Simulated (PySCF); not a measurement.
# C2BFO4: electronic excitations and core binding energies

What electronic excitations and core binding energies should C2BFO4 (`O=C1OB(F)OC1=O`) show?

The runs use PySCF 2.14.0, with density-fitted response routines of our own; the level of theory stands in each step. All values are computed, except where a source is named. Atoms count from 0, in the outputs and in this text.

## Step 1: The starting structure

8 atoms, charge 0, multiplicity 1; geometry from: GFN2-xTB.

Bonds of the start (Å): O0–C1 1.18, C1–O2 1.36, O2–B3 1.37, B3–F4 1.30, B3–O5 1.37, O5–C6 1.36, C6–O7 1.18, C6–C1 1.56.

## Step 2: Ultraviolet spectrum: CAM-B3LYP/def2-SVPD

What the job is given:

```
{"job": {"kind": "uv", "xc": "CAM-B3LYP", "basis": "def2-SVPD", "nstates": 8, "ntriplets": 3}, "charge": 0, "multiplicity": 1}
O     -1.664483     1.546348    -0.207015
C     -0.761200     0.789111    -0.106885
O      0.560397     1.123380    -0.144881
B      1.296763    -0.026291     0.005080
F      2.593554    -0.054576     0.013191
O      0.510271    -1.143597     0.145204
C     -0.795098    -0.753487     0.090726
O     -1.731147    -1.471475     0.180016
```

Method: TDDFT CAM-B3LYP/def2-SVPD, vertical, gas phase, core orbitals frozen in the response.

The log of the run:

```text
coarse grid: 8688 points
cycle   1  E = -500.9518842486  dE =  2.088e+00  |g| = 1.420e+00  |ddm| = 4.406e+00
cycle   2  E = -500.2144630614  dE =  7.374e-01  |g| = 2.544e+00  |ddm| = 4.629e+00
cycle   3  E = -501.3377023750  dE = -1.123e+00  |g| = 2.759e-01  |ddm| = 2.703e+00
cycle   4  E = -501.3486326976  dE = -1.093e-02  |g| = 1.276e-01  |ddm| = 4.710e-01
cycle   5  E = -501.3515119346  dE = -2.879e-03  |g| = 1.540e-02  |ddm| = 1.403e-01
cycle   6  E = -501.3515611134  dE = -4.918e-05  |g| = 7.791e-03  |ddm| = 2.917e-02
cycle   7  E = -501.3515729859  dE = -1.187e-05  |g| = 2.301e-03  |ddm| = 9.784e-03
cycle   8  E = -501.3515743632  dE = -1.377e-06  |g| = 7.418e-04  |ddm| = 5.065e-03
final grid: 90064 points
cycle   9  E = -501.4542338985  dE = -4.200e-05  |g| = 2.590e-03  |ddm| = 7.750e-02
cycle  10  E = -501.4542328089  dE =  1.090e-06  |g| = 3.709e-03  |ddm| = 6.407e-03
cycle  11  E = -501.4542351621  dE = -2.353e-06  |g| = 4.532e-04  |ddm| = 3.181e-03
cycle  12  E = -501.4542351984  dE = -3.631e-08  |g| = 2.015e-04  |ddm| = 8.390e-04
cycle  13  E = -501.4542352058  dE = -7.354e-09  |g| = 5.425e-05  |ddm| = 2.275e-04
cycle  14  E = -501.4542352063  dE = -4.984e-10  |g| = 1.071e-05  |ddm| = 6.572e-05
converged SCF energy = -501.4542352063

Static polarisability (au): isotropic 44.605, principal 29.184 46.794 57.836

Singlet excitations
state   eV       nm        f      main configurations
  1   4.1978    295.4   0.00014   H->L 0.97
  2   5.3529    231.6   0.00000   H-1->L 0.91
  3   6.9548    178.3   0.06024   H-2->L 0.95
  4   7.8345    158.3   0.00000   H-4->L 0.86, H->L+5 0.10
  5   7.9365    156.2   0.07929   H-3->L 0.63, H->L+1 0.31
  6   8.2302    150.6   0.19344   H->L+1 0.58, H-3->L 0.32
  7   8.3111    149.2   0.00307   H-5->L 0.88, H-1->L+5 0.08
  8   8.6972    142.6   0.00000   H->L+5 0.75, H-4->L 0.12

Triplet excitations (Tamm-Dancoff, eV): 3.6297 4.8498 5.0553
```

Wall time 41 s (1 thread, shared host).

The orbitals next to the gap, with their largest atomic shares:

```
orbital      eV                      atoms
 HOMO−3  -13.34  O0 18 %, O7 18 %, O2 17 %
 HOMO−2  -12.37  O5 22 %, O2 22 %, O7 21 %
 HOMO−1  -12.15   O0 37 %, O7 37 %, C1 6 %
   HOMO  -10.80  O7 31 %, O0 31 %, C6 10 %
   LUMO   -2.10  C1 21 %, C6 21 %, O0 20 %
 LUMO+1    0.15    B3 61 %, C1 8 %, C6 8 %
 LUMO+2    1.31  B3 29 %, O2 24 %, O5 24 %
```

With each of the 8 states as a Gaussian band of 0.4 eV half-width at 1/e, the curve within the window shown has maxima at 178 nm (ε 2,400), 152 nm (ε 10,000) L/(mol cm). Beyond the last state computed it falls off for lack of states. The curve at chosen wavelengths:

(nm, ε (L/mol/cm)): (138, 208), (146, 5439), (154, 9551), (163, 2591), (171, 1572), (179, 2439), (187, 1298), (196, 216), (204, 21), (212, 1), (220, 0), (229, 0), (237, 0), (245, 0), (253, 0), (262, 1), (270, 2), (278, 4), (286, 5), (295, 6), (303, 5), (311, 4), (319, 3), (328, 2), (336, 1), (344, 1)

Ground-state properties from the same run:

```
           property  computed
  dipole moment (D)      2.14
polarisability (Å³)      6.61
 HOMO–LUMO gap (eV)      8.70
      −ε(HOMO) (eV)     10.80
```

## Step 3: X-ray photoelectron lines: SCAN, X2C

Same as in step 2 but for these lines:

```diff
@@ -1,2 +1,2 @@
-{"job": {"kind": "uv", "xc": "CAM-B3LYP", "basis": "def2-SVPD", "nstates": 8, "ntriplets": 3}, "charge": 0, "multiplicity": 1}
+{"job": {"kind": "xps"}, "charge": 0, "multiplicity": 1}
 O     -1.664483     1.546348    -0.207015
```

Level: delta-SCF UKS SCAN, pcX-2 on the ionised atom, pcseg-1 elsewhere, spin-free X2C.

The log of the run:

```text
ground state, core basis on atom 0 (O), 143 functions
  cycle   1  E = -501.73648895  |g| = 1.33e+00
  cycle   2  E = -499.91539253  |g| = 3.38e+00
  cycle   3  E = -502.00452658  |g| = 5.33e-01
  cycle   4  E = -502.04912472  |g| = 2.36e-01
  cycle   5  E = -502.05929924  |g| = 4.09e-02
  cycle   6  E = -502.05960372  |g| = 1.74e-02
  cycle   7  E = -502.05964961  |g| = 7.62e-03
  cycle   8  E = -502.05965882  |g| = 2.56e-03
  cycle   9  E = -502.05965672  |g| = 1.29e-03
  cycle  10  E = -502.05966001  |g| = 3.58e-04
  E(ground) = -502.07144150 Eh
hole in O 1s of atom 0
  cycle   1  E = -481.39780818  |g| = 2.22e+00
  cycle   2  E = -479.79540700  |g| = 2.50e+00
  cycle   3  E = -481.53321781  |g| = 1.23e+00
  cycle   4  E = -482.10306241  |g| = 5.75e-01
  cycle   5  E = -482.16974967  |g| = 3.51e-01
  cycle   6  E = -482.21704013  |g| = 1.11e-01
  cycle   7  E = -482.22123293  |g| = 2.99e-02
  cycle   8  E = -482.22155753  |g| = 1.08e-02
  cycle   9  E = -482.22159631  |g| = 5.51e-03
  cycle  10  E = -482.22160625  |g| = 2.41e-03
  cycle  11  E = -482.22160839  |g| = 4.39e-04
  E(ion) = -482.23492050 Eh   <S^2> = 0.7659   hole on atom = 1.000   binding energy = 539.779 eV
ground state, core basis on atom 1 (C), 143 functions
  cycle   1  E = -502.03878322  |g| = 9.69e-02
  cycle   2  E = -502.03181809  |g| = 2.05e-01
  cycle   3  E = -502.03978006  |g| = 2.98e-02
  cycle   4  E = -502.03989491  |g| = 1.76e-02
  cycle   5  E = -502.03995373  |g| = 2.64e-03
  cycle   6  E = -502.03995440  |g| = 1.48e-03
  cycle   7  E = -502.03995592  |g| = 2.73e-04
  E(ground) = -502.05466072 Eh
hole in C 1s of atom 1
  cycle   1  E = -490.60116732  |g| = 1.51e+00
  cycle   2  E = -487.63765558  |g| = 2.78e+00
  cycle   3  E = -490.57897972  |g| = 1.11e+00
  cycle   4  E = -490.96572404  |g| = 6.73e-01
  cycle   5  E = -491.05413781  |g| = 4.62e-01
  cycle   6  E = -491.12693580  |g| = 1.81e-01
  cycle   7  E = -491.13851314  |g| = 7.14e-02
  cycle   8  E = -491.14037566  |g| = 2.54e-02
  cycle   9  E = -491.14064767  |g| = 7.91e-03
  cycle  10  E = -491.14069808  |g| = 4.73e-03
  cycle  11  E = -491.14073207  |g| = 3.30e-03
  cycle  12  E = -491.14076485  |g| = 2.15e-03
  cycle  13  E = -491.14077626  |g| = 1.06e-03
  cycle  14  E = -491.14077888  |g| = 2.93e-04
  E(ion) = -491.15474232 Eh   <S^2> = 0.8027   hole on atom = 1.000   binding energy = 296.602 eV
ground state, core basis on atom 2 (O), 143 functions
  cycle   1  E = -502.06028862  |g| = 1.10e-01
  cycle   2  E = -502.05688999  |g| = 1.49e-01
  cycle   3  E = -502.06008980  |g| = 6.83e-02
  cycle   4  E = -502.06081163  |g| = 3.06e-02
  cycle   5  E = -502.06098620  |g| = 1.68e-03
  cycle   6  E = -502.06098615  |g| = 1.47e-03
  cycle   7  E = -502.06098808  |g| = 3.01e-04
  E(ground) = -502.07306465 Eh
hole in O 1s of atom 2
  cycle   1  E = -481.35874632  |g| = 2.23e+00
  cycle   2  E = -480.12562559  |g| = 2.65e+00
  cycle   3  E = -481.65053798  |g| = 1.13e+00
  cycle   4  E = -481.96247443  |g| = 7.54e-01
  cycle   5  E = -482.15625339  |g| = 2.12e-01
  cycle   6  E = -482.16855732  |g| = 1.19e-01
  cycle   7  E = -482.17282927  |g| = 5.24e-02
  cycle   8  E = -482.17390752  |g| = 1.53e-02
  cycle   9  E = -482.17399203  |g| = 4.42e-03
  cycle  10  E = -482.17400106  |g| = 1.61e-03
  cycle  11  E = -482.17400064  |g| = 8.83e-04
  cycle  12  E = -482.17400180  |g| = 3.24e-04
  E(ion) = -482.18605726 Eh   <S^2> = 0.7630   hole on atom = 1.000   binding energy = 541.153 eV
ground state, core basis on atom 3 (B), 143 functions
  cycle   1  E = -502.03323386  |g| = 1.17e-01
  cycle   2  E = -502.02843765  |g| = 1.96e-01
  cycle   3  E = -502.03507330  |g| = 3.69e-02
  cycle   4  E = -502.03525423  |g| = 2.22e-02
  cycle   5  E = -502.03534056  |g| = 6.56e-03
  cycle   6  E = -502.03535160  |g| = 1.05e-03
  cycle   7  E = -502.03535160  |g| = 6.12e-04
  cycle   8  E = -502.03535024  |g| = 2.25e-04
  E(ground) = -502.05073741 Eh
hole in B 1s of atom 3
  cycle   1  E = -494.26632776  |g| = 1.18e+00
  cycle   2  E = -491.94069384  |g| = 2.33e+00
  cycle   3  E = -494.26722121  |g| = 9.13e-01
  cycle   4  E = -494.55144664  |g| = 4.84e-01
  cycle   5  E = -494.62600534  |g| = 1.86e-01
  cycle   6  E = -494.63935786  |g| = 6.95e-02
  cycle   7  E = -494.64091346  |g| = 1.96e-02
  cycle   8  E = -494.64103840  |g| = 9.26e-03
  cycle   9  E = -494.64106514  |g| = 4.85e-03
  cycle  10  E = -494.64107532  |g| = 1.98e-03
  cycle  11  E = -494.64107621  |g| = 1.69e-03
  cycle  12  E = -494.64107754  |g| = 4.67e-04
  E(ion) = -494.65750003 Eh   <S^2> = 0.7722   hole on atom = 1.000   binding energy = 201.180 eV
ground state, core basis on atom 4 (F), 143 functions
  cycle   1  E = -502.07511601  |g| = 1.24e-01
  cycle   2  E = -502.07436740  |g| = 9.22e-02
  cycle   3  E = -502.07492400  |g| = 6.52e-02
  cycle   4  E = -502.07546974  |g| = 8.98e-03
  cycle   5  E = -502.07548405  |g| = 2.31e-03
  cycle   6  E = -502.07548317  |g| = 6.92e-04
  cycle   7  E = -502.07548516  |g| = 1.39e-04
  E(ground) = -502.09240765 Eh
hole in F 1s of atom 4
  cycle   1  E = -475.65547141  |g| = 2.58e+00
  cycle   2  E = -475.08087161  |g| = 2.34e+00
  cycle   3  E = -476.17666332  |g| = 8.82e-01
  cycle   4  E = -476.27326347  |g| = 8.16e-01
  cycle   5  E = -476.50735758  |g| = 2.34e-01
  cycle   6  E = -476.52975049  |g| = 5.37e-02
  cycle   7  E = -476.53066230  |g| = 2.35e-02
  cycle   8  E = -476.53086383  |g| = 4.52e-03
  cycle   9  E = -476.53087348  |g| = 1.01e-03
  cycle  10  E = -476.53087401  |g| = 5.20e-04
  cycle  11  E = -476.53087430  |g| = 4.37e-04
  E(ion) = -476.55385650 Eh   <S^2> = 0.7563   hole on atom = 1.000   binding energy = 694.939 eV
```

It took 38 s on 1 thread, shared host.

The holes in one table. −ε is the ground-state orbital energy:

| hole | stands for | environment | ΔSCF (eV) | −ε (eV) | ⟨S²⟩ |
| --- | --- | --- | --- | --- | --- |
| O1s on O0 | O0, O7 | carbonyl oxygen | 539.78 | 518.2 | 0.766 |
| C1s on C1 | C1, C6 | carbonyl carbon | 296.60 | 278.9 | 0.803 |
| O1s on O2 | O2, O5 | oxygen bonded to C, B, in a 5-membered ring | 541.15 | 519.3 | 0.763 |
| B1s on B3 | B3 | boron bonded to F, 2 O, in a 5-membered ring | 201.18 | 184.5 | 0.772 |
| F1s on F4 | F4 | fluorine bonded to B | 694.94 | 668.5 | 0.756 |

Each hole run stands for the others of its class of like atoms.

## Step 4: Summary of results

| quantity | value |
| --- | --- |
| lowest singlet (CAM-B3LYP/def2-SVPD) | 4.20 eV (295 nm), f = 0.000 |
| brightest single state of those computed | state 6, 8.23 eV, f = 0.193 |
| lowest triplet | 3.63 eV |
| O1s binding energies, SCAN/pcX-2 | O2 541.15, O0 539.78 eV |
| C1s binding energies, SCAN/pcX-2 | C1 296.60 eV |
| B1s binding energies, SCAN/pcX-2 | B3 201.18 eV |
| F1s binding energies, SCAN/pcX-2 | F4 694.94 eV |

In words: The first singlet state (HOMO→LUMO 0.97) lies at 4.20 eV and is dark; of the 8 states computed, the strongest absorption comes from state 6 at 8.23 eV. The lowest triplet lies 0.57 eV below the lowest singlet (triplets in Tamm-Dancoff, singlets in full TDDFT). The O1s levels kept as sound span 1.37 eV, from O0 (carbonyl oxygen) up to O2 (oxygen bonded to C, B, in a 5-membered ring).
